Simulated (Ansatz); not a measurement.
**BH₈NOSi₂: up Jacob's ladder to CCSD(T)**

One table from this session's results is given with a row withheld; the runs are named, their logs left out.

Computed with Ansatz 0.2.0, Gaussian basis. Level: functionals in def2-TZVPP, the program's frozen cores in correlated methods.

Levels to be run: PBE-D4, r2SCAN-D4, PBE0-D4, B3LYP-D4, ωB97X-V, ωB97M-V, B2PLYP; CCSD(T)/def2-TZVPP; MP2/def2-QZVPP; extrapolation to the limit.

## The geometry

All runs share one geometry, relaxed beforehand with PBE0-D4 in a triple-zeta def2 set.

SMILES `OB([SiH3])N[SiH3]`, 13 atoms, charge 0, spin multiplicity 1.

Atoms are counted from 1 here; the program's logs count them from 0.

Bond lengths: O1–B2 1.374 Å, O1–H6 0.957 Å, B2–Si3 2.035 Å, B2–N4 1.411 Å, Si3–H7 1.491 Å, Si3–H8 1.492 Å, Si3–H9 1.492 Å, N4–Si5 1.747 Å, N4–H10 1.007 Å, Si5–H11 1.484 Å, Si5–H12 1.486 Å, Si5–H13 1.484 Å. Angles: B2–O1–H6 115.0°, O1–B2–Si3 123.1°, O1–B2–N4 115.4°, Si3–B2–N4 121.5°, B2–Si3–H7 111.4°, B2–Si3–H8 111.3°, B2–Si3–H9 111.3°, H7–Si3–H8 107.9°, H7–Si3–H9 107.9°, H8–Si3–H9 106.7°, B2–N4–Si5 125.1°, B2–N4–H10 117.8°, Si5–N4–H10 117.2°, N4–Si5–H11 111.5°, N4–Si5–H12 106.4°, N4–Si5–H13 111.5°, H11–Si5–H12 109.3°, H11–Si5–H13 108.9° and more.

The first run:

Input file in.yaml:

```yaml
crystal:
  periodic: [false, false, false]
  atoms:
    - {symbol: O, position_ang: [-1.613467, -0.281248, 0.174516]}
    - {symbol: B, position_ang: [-0.245171, -0.397143, 0.210609]}
    - {symbol: Si, position_ang: [0.714765, -1.996889, 1.022293]}
    - {symbol: N, position_ang: [0.468507, 0.678482, -0.360286]}
    - {symbol: Si, position_ang: [-0.257735, 2.094137, -1.081601]}
    - {symbol: H, position_ang: [-2.092214, -1.013327, 0.562798]}
    - {symbol: H, position_ang: [2.194959, -1.852494, 0.922368]}
    - {symbol: H, position_ang: [0.331008, -3.265444, 0.337270]}
    - {symbol: H, position_ang: [0.366431, -2.164726, 2.463205]}
    - {symbol: H, position_ang: [1.474302, 0.630497, -0.353223]}
    - {symbol: H, position_ang: [-1.112776, 1.735501, -2.240003]}
    - {symbol: H, position_ang: [0.864949, 2.950277, -1.546234]}
    - {symbol: H, position_ang: [-1.073059, 2.847575, -0.097113]}
basis:
  gaussian: {orbitals: def2-TZVPP}
hamiltonian: {xc: pbe, dispersion: d4}
output: {forces: true, orbitals: {seedname: orbitals}}
```

On the command line:

```sh
$ ansatz run in.yaml --threads 4 --pin off --events-out ev --progress --plain --max-ram 10444MiB
```

Steps of the session up to this table: PBE-D4 (GGA); r2SCAN-D4 (meta-GGA); PBE0-D4 (hybrid); B3LYP-D4 (hybrid); ωB97X-V (range-separated); ωB97M-V (range-separated); B2PLYP (double hybrid); CCSD(T) in def2-TZVPP; MP2 in def2-QZVPP.

One of the session's tables, all rows but one given; the rest of the session is left out.

```
            method  atomisation energy (kJ/mol)
            PBE-D4                       4513.7
         r2SCAN-D4                       4494.0
           PBE0-D4                            ?
          B3LYP-D4                       4505.4
           ωB97X-V                       4523.1
           ωB97M-V                       4511.5
            B2PLYP                       4446.4
     HF/def2-TZVPP                       3329.3
    MP2/def2-TZVPP                       4407.2
   CCSD/def2-TZVPP                       4319.9
CCSD(T)/def2-TZVPP                       4373.1
           MP2/CBS                       4528.2
       CCSD(T)/CBS                       4494.1
```

Estimate the missing values for PBE0-D4.

**Answer.** atomisation energy (kJ/mol): 4458.9. In the column «atomisation energy (kJ/mol)» it lies between B2PLYP (4446.4) and r2SCAN-D4 (4494.0).

Limits of these values: Free atoms (1 O, 1 B, 2 Si, 1 N, 8 H) were run apart at each level; the atomisation energy is their sum less the molecule, without zero-point or spin-orbit terms.
